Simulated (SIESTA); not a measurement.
Set up this calculation in SIESTA 5.4.2, as the native input.

| Quantity | Value |
| --- | --- |
| Task | single point |
| Functional | PBEsol |
| Potentials or basis | PseudoDojo 0.4 standard (PBEsol files) |
| Basis | DZP (energy shift 0.003 Ry; two zetas on semicore shells) |
| Grid cutoff | 800 Ry |
| Energy shift | 0.003 Ry |
| k mesh | 10 × 10 × 4 |
| Occupations | fermi-dirac, width 0.05 eV |
| Spin | collinear spin, ferromagnetic start |
| Starting moments | [3.0, 3.0, 0.0, 0.0, 0.0, 0.0] μB |

Crystal: NaFe2O3.

```
Fe Na O
1.0
     3.04700    0.00000    0.00000
    -1.52350    2.63878    0.00000
     0.00000    0.00000    7.77800
Fe Na O
2 1 3
Direct
  0.67088 0.32479 0.83776
  0.35282 0.68584 0.16405
  0.98954 0.98543 0.49980
  0.99977 0.00018 0.00817
  0.67797 0.33763 0.33950
  0.33052 0.65729 0.66496
```

The cell isn't the ideal one: atoms moved at random, drawn with an rms of 0.05 Å.

One way to write it, as run:

NaFe2O3.fdf

```
SystemName                      NaFe2O3
SystemLabel                     NaFe2O3
NumberOfSpecies                 3
NumberOfAtoms                   6
%block ChemicalSpeciesLabel
  1  26 Fe
  2  11 Na
  3   8 O
%endblock ChemicalSpeciesLabel

LatticeConstant                 1.0 Ang
%block LatticeVectors
     3.0470000000     0.0000000000     0.0000000000
    -1.5235000000     2.6387794053     0.0000000000
     0.0000000000     0.0000000000     7.7780000000
%endblock LatticeVectors
AtomicCoordinatesFormat         Fractional
%block AtomicCoordinatesAndAtomicSpecies
     0.6708810000     0.3247860000     0.8377650000  1  Fe
     0.3528190000     0.6858400000     0.1640500000  1  Fe
    -0.0104560000    -0.0145710000     0.4998050000  2  Na
    -0.0002340000     0.0001780000     0.0081700000  3  O
     0.6779700000     0.3376290000     0.3395000000  3  O
     0.3305240000     0.6572890000     0.6649590000  3  O
%endblock AtomicCoordinatesAndAtomicSpecies

%block kgrid.MonkhorstPack
   10   0   0  0.0
    0  10   0  0.0
    0   0   4  0.0
%endblock kgrid.MonkhorstPack
XC.Functional                   GGA
XC.Authors                      PBEsol
PAO.BasisSize                   DZP
PAO.EnergyShift                 0.003 Ry
Mesh.Cutoff                     800 Ry
Spin                            polarized
%block DM.InitSpin
    1   3.000
    2   3.000
    3   0.000
    4   0.000
    5   0.000
    6   0.000
%endblock DM.InitSpin
OccupationFunction              FD
ElectronicTemperature           0.05 eV
MaxSCFIterations                200
SCF.MustConverge                false
SCF.Mixer.Method                Pulay
SCF.Mixer.Weight                0.1
SCF.Mixer.History               10
SCF.DM.Tolerance                5.0e-05
SCF.H.Tolerance                 1.0e-03 eV
WriteForces                     true
Charge.Mulliken                 end
%block PAO.Basis
  Fe 5
  n=3 0 2
    2.625 0.000
  n=4 0 2
    7.520 0.000
  n=3 1 2
    2.943 0.000
  n=4 1 1
    7.520
  n=3 2 2
    4.859 0.000
  Na 4
  n=2 0 2
    2.925 0.000
  n=3 0 2
    9.500 0.000
  n=2 1 2
    3.442 0.000
  n=3 1 1
    9.500
%endblock PAO.Basis
```

Potentials or basis: PseudoDojo 0.4 standard (PBEsol files), DZP (energy shift 0.003 Ry; two zetas on semicore shells).

Launch:

```console
$ siesta < NaFe2O3.fdf > NaFe2O3.out 2>&1
```

Results of the run:

```json
{
  "Pressure": "-8.0 GPa",
  "Largest force": "4.018 eV/Å",
  "Band gap on the k mesh": "none (metal or under the smearing width)",
  "Net moment": "9.00 μB per cell",
  "Site moments": "Fe +3.83, +3.86; Na -0.01; O +0.34, +0.50, +0.49 μB"
}
```

Caveat: short orbitals over semicore shells can move pressures by several GPa; the basis of atomic orbitals isn't converged, which shifts pressures, moduli and gaps; semilocal functionals often make such compounds metallic where correlation or magnetic order opens a gap, which also shifts bond lengths; only a ferromagnetic start was run, and an antiferromagnetic order may lie lower in energy.

It took 10 min on 1 thread of AMD EPYC 7R43 64-Core Processor (Zen 3), with other jobs on the host, peak memory 0.5 GiB.
